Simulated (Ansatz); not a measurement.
# BGaH₄O (SMILES [BH2][GaH][OH]): functionals against CCSD(T) at one geometry

One table from this session's results is given with a row withheld; the runs are named, their logs left out.

Program: Ansatz 0.2.0, Gaussian basis. Level of theory: single points in def2-TZVPP. These are calculated values, not measurements.

Correlated methods freeze the cores. Filled d shells of the heavier atoms are correlated.

## The starting structure

SMILES `[BH2][GaH][OH]`, 7 atoms, charge 0, spin multiplicity 1.

Atoms are counted from 1 here; the program's logs count them from 0.

Bond lengths: B1–Ga2 2.065 Å, B1–H4 1.135 Å, B1–H5 1.188 Å, Ga2–O3 1.737 Å, Ga2–H6 1.601 Å, O3–H7 1.008 Å. Angles: Ga2–B1–H4 121.6°, Ga2–B1–H5 118.5°, H4–B1–H5 119.6°, B1–Ga2–O3 105.3°, B1–Ga2–H6 140.6°, O3–Ga2–H6 114.1°, Ga2–O3–H7 155.3°.

Coordinates:

```tsv
atom	x (Å)	y (Å)	z (Å)
B1	-1.47540	0.04930	0.11060
Ga2	0.53180	-0.00690	0.59250
O3	1.36760	-0.06880	-0.92870
H4	-2.08840	-0.89950	0.00180
H5	-1.96840	1.09950	-0.14630
H6	1.49770	-0.02450	1.86940
H7	2.16470	-0.20280	-1.53140
```

The first run:

run/in.yaml

```yaml
crystal:
  periodic: [false, false, false]
  atoms:
    - {symbol: B, position_ang: [-1.475400, 0.049300, 0.110600]}
    - {symbol: Ga, position_ang: [0.531800, -0.006900, 0.592500]}
    - {symbol: O, position_ang: [1.367600, -0.068800, -0.928700]}
    - {symbol: H, position_ang: [-2.088400, -0.899500, 0.001800]}
    - {symbol: H, position_ang: [-1.968400, 1.099500, -0.146300]}
    - {symbol: H, position_ang: [1.497700, -0.024500, 1.869400]}
    - {symbol: H, position_ang: [2.164700, -0.202800, -1.531400]}
basis:
  gaussian: {orbitals: def2-TZVPP}
correlation: {method: ccsd_t}
output: {forces: true}
```

The command line of these runs was not kept.

Steps of the session up to this table: CCSD(T)/def2-TZVPP; PBE0-D4/def2-TZVPP; wB97M-V/def2-TZVPP; r2SCAN-D4/def2-TZVPP; PBE-D4/def2-TZVPP; HSE06-D4/def2-TZVPP; r2SCAN0-D4/def2-TZVPP.

One table of the session follows, with a row left open; its other results are not shown here.

| method | RMS force component (eV/Å) | angle to CCSD(T) forces (°) | dipole (D) |
| --- | --- | --- | --- |
| CCSD(T) | 1.202 | reference | 0.22 |
| PBE0-D4 | 1.198 | 2.5 | 0.23 |
| wB97M-V | ? | ? | ? |
| r2SCAN-D4 | 1.148 | 3.1 | 0.21 |
| PBE-D4 | 1.137 | 8.6 | 0.19 |
| HSE06-D4 | 1.197 | 2.5 | 0.23 |
| r2SCAN0-D4 | 1.212 | 4.8 | 0.25 |

**Question.** Estimate the row for wB97M-V.

**Answer.** RMS force component (eV/Å): 1.201; angle to CCSD(T) forces (°): 3.4; dipole (D): 0.23. In the column «RMS force component (eV/Å)» it lies between PBE0-D4 (1.198) and CCSD(T) (1.202).
